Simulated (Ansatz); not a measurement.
# C₂H₆AlClO: a ladder of functionals and wavefunction methods

An exercise on one series of results from a longer session: the logs are not shown, and one member is left open.

Computed with Ansatz 0.2.0, Gaussian basis. Level: functionals in def2-TZVPP, the program's frozen cores in correlated methods.

The runs, in order: PBE-D4, r2SCAN-D4, PBE0-D4, B3LYP-D4, ωB97X-V, ωB97M-V, B2PLYP; CCSD(T)/def2-TZVPP; MP2/def2-QZVPP; extrapolation to the limit.

## Structure used throughout

All runs share one geometry, relaxed beforehand with PBE0-D4 in a triple-zeta def2 set.

SMILES `[CH3][Al]([OH])[CH2]Cl`, 11 atoms, charge 0, spin multiplicity 1.

Atoms are counted from 1 here; the program's logs count them from 0.

Bond lengths: C1–Al2 1.944 Å, C1–H6 1.094 Å, C1–H7 1.093 Å, C1–H8 1.095 Å, Al2–O3 1.700 Å, Al2–C4 1.951 Å, O3–H9 0.955 Å, C4–Cl5 1.843 Å, C4–H10 1.088 Å, C4–H11 1.087 Å. Angles: Al2–C1–H6 111.8°, Al2–C1–H7 111.4°, Al2–C1–H8 111.1°, H6–C1–H7 107.7°, H6–C1–H8 107.0°, H7–C1–H8 107.6°, C1–Al2–O3 123.8°, C1–Al2–C4 122.6°, O3–Al2–C4 113.6°, Al2–O3–H9 123.5°, Al2–C4–Cl5 86.4°, Al2–C4–H10 119.7°, Al2–C4–H11 122.1°, Cl5–C4–H10 106.1°, Cl5–C4–H11 106.1°, H10–C4–H11 110.7°.

Coordinates:

```
C    -1.58099   -0.45394    0.51701
Al    0.32718   -0.21829    0.22657
O     1.51860   -0.67560    1.35015
C     1.05423    0.53729   -1.41900
Cl    0.70469    2.18851   -0.67937
H    -1.88254   -0.13022    1.51726
H    -2.16832    0.11583   -0.20767
H    -1.86770   -1.50610    0.42067
H     1.32520   -0.92968    2.25011
H     2.12679    0.50819   -1.59650
H     0.50825    0.50700   -2.35882
```

Set-up of the first run:

File in.yaml:

```yaml
crystal:
  periodic: [false, false, false]
  atoms:
    - {symbol: C, position_ang: [-1.580994, -0.453942, 0.517006]}
    - {symbol: Al, position_ang: [0.327180, -0.218295, 0.226570]}
    - {symbol: O, position_ang: [1.518602, -0.675597, 1.350150]}
    - {symbol: C, position_ang: [1.054234, 0.537287, -1.419004]}
    - {symbol: Cl, position_ang: [0.704695, 2.188513, -0.679370]}
    - {symbol: H, position_ang: [-1.882536, -0.130219, 1.517260]}
    - {symbol: H, position_ang: [-2.168323, 0.115835, -0.207668]}
    - {symbol: H, position_ang: [-1.867698, -1.506097, 0.420665]}
    - {symbol: H, position_ang: [1.325199, -0.929675, 2.250110]}
    - {symbol: H, position_ang: [2.126791, 0.508190, -1.596496]}
    - {symbol: H, position_ang: [0.508249, 0.507001, -2.358822]}
basis:
  gaussian: {orbitals: def2-TZVPP}
hamiltonian: {xc: pbe, dispersion: d4}
output: {forces: true, orbitals: {seedname: orbitals}}
```

Command:

```sh
$ ansatz run in.yaml --threads 4 --pin off --events-out ev --progress --plain --max-ram 10444MiB
```

Steps of the session up to this table: PBE-D4 (GGA); r2SCAN-D4 (meta-GGA); PBE0-D4 (hybrid); B3LYP-D4 (hybrid); ωB97X-V (range-separated); ωB97M-V (range-separated); B2PLYP (double hybrid); CCSD(T) in def2-TZVPP; MP2 in def2-QZVPP.

One table of the session follows, with a row left open; its other results are not shown here.

```
            method  atomisation energy (eV)
            PBE-D4                   41.933
         r2SCAN-D4                        ?
           PBE0-D4                   41.275
          B3LYP-D4                   41.160
           ωB97X-V                   41.366
           ωB97M-V                   41.490
            B2PLYP                   40.834
     HF/def2-TZVPP                   30.371
    MP2/def2-TZVPP                   41.103
   CCSD/def2-TZVPP                   39.739
CCSD(T)/def2-TZVPP                   40.342
           MP2/CBS                   42.197
       CCSD(T)/CBS                   41.436
```

Estimate the missing values for r2SCAN-D4.

As computed: atomisation energy (eV): 41.537. In the column «atomisation energy (eV)» it lies between ωB97M-V (41.490) and PBE-D4 (41.933).

To keep in mind: Free atoms (2 C, 1 Al, 1 O, 1 Cl, 6 H) were run apart at each level; the atomisation energy is their sum less the molecule, without zero-point or spin-orbit terms.
